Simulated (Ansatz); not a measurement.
**CCl₂InN: how energies converge with the basis set**

Aim: see how fast density functionals converge with the basis set for CCl₂InN.

Computed with Ansatz 0.2.0, Gaussian basis. Level: one geometry, several basis sets.

The runs, in order: PBE0-D4/def2-SVP; ωB97M-V/def2-SVP; PBE0-D4/def2-QZVPP; ωB97M-V/def2-QZVPP; the functionals' def2-TZVPP values are taken from earlier runs.

## (1) The geometry

The geometry comes from an earlier relaxation with PBE0-D4 in a triple-zeta def2 set; it is a stationary point. In takes the def2 core potential; no spin-orbit term is included.

SMILES `N#[C][In]([Cl])[Cl]`, 5 atoms, charge 0, spin multiplicity 1.

Atoms are counted from 1 here; the program's logs count them from 0.

Bond lengths: N1–C2 1.152 Å, C2–In3 2.090 Å, In3–Cl4 2.288 Å, In3–Cl5 2.288 Å. Angles: N1–C2–In3 179.8°, C2–In3–Cl4 120.7°, C2–In3–Cl5 120.7°, Cl4–In3–Cl5 118.6°.

## (2) PBE0-D4 in def2-SVP

in.yaml

```yaml
crystal:
  periodic: [false, false, false]
  atoms:
    - {symbol: N, position_ang: [0.982005, -1.467544, 1.974236]}
    - {symbol: C, position_ang: [0.557916, -0.832137, 1.111348]}
    - {symbol: In, position_ang: [-0.210388, 0.315025, -0.457390]}
    - {symbol: Cl, position_ang: [-1.894662, -0.494016, -1.778652]}
    - {symbol: Cl, position_ang: [0.615029, 2.404871, -0.890942]}
basis:
  gaussian: {orbitals: def2-SVP}
hamiltonian: {xc: pbe0, dispersion: d4}
output: {orbitals: {seedname: orbitals}}
```

After this run come: ωB97M-V in def2-SVP; PBE0-D4 in def2-QZVPP; ωB97M-V in def2-QZVPP.

**Question.** What will the summary of the whole plan be? Wanted: PBE0-D4: double and triple zeta above quadruple; ωB97M-V: double and triple zeta above quadruple.

**Answer**, as computed:

```
                                       quantity           value
PBE0-D4: double and triple zeta above quadruple  12.74, 0.90 eV
ωB97M-V: double and triple zeta above quadruple  12.66, 0.85 eV
```

In words: For PBE0-D4 the step from double to triple zeta gains 11.84 eV and the next only 0.90 eV. Total energies overstate the basis error of differences, where much of it tends to cancel.
